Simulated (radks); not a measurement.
# Ta²⁺ in [Xe] 4f14 5d3: an all-electron calculation

Aim: the levels, the sizes of the orbitals and the parts of the energy of the tantalum ion Ta2+.

The numbers are computed with radks (a radial shooting solver on a logarithmic mesh, Libxc functionals) version 1 (scalar-relativistic Kohn-Sham, Wu-Cohen GGA, spin-polarised, spherical densities, finite nucleus; open shells are filled with parallel spins first), except any that are marked as measured or tabulated.

### 1 What is computed

- element: tantalum (Z = 73)
- charge: +2
- electrons: 71
- configuration: [Xe] 4f14 5d3
- nuclear rms radius: 5.3507 fm

The outer shells:

Ta²⁺
```
[Xe] core
4f [↑↓][↑↓][↑↓][↑↓][↑↓][↑↓][↑↓]
5d [↑ ][↑ ][↑ ][  ][  ]
```

### 2 The run

The run's settings:

```text
Z 73
configuration [Xe] 4f14 5d3
relativity scalar-relativistic
functional wc,pbe
spin polarised
nucleus finite rms 5.3507 fm
c 137.035999084
```

**Question.** What will this run give?

The runs gave:

```
                        quantity                   value
                    total energy     -15600.3637 hartree
exchange-correlation share of it                  2.01 %
                            −T/E                  1.0983
          highest occupied level       5d up, -19.229 eV
    most extended occupied level  5d up, <r> = 1.97 bohr
 radius at density 0.001 e/bohr³               3.72 bohr
    maxima of the radial density                       4
         ionisation energy, NIST          23 (theory) eV
```

**Reading.** The radial density shows 4 maxima for 5 occupied principal shells; where shells overlap, one shows as a shoulder or not at all. −T/E is 1.098: with relativity the kinetic term as defined here no longer equals −E. The top level binds by 19.229 eV, 83 % of the NIST ionisation energy of 23 eV; the potential of a semilocal functional falls off too fast, so its top eigenvalue is too shallow. Open shells are spherical and high-spin; term and fine-structure splittings are not resolved. Spin-orbit splitting is averaged out at the scalar-relativistic level.
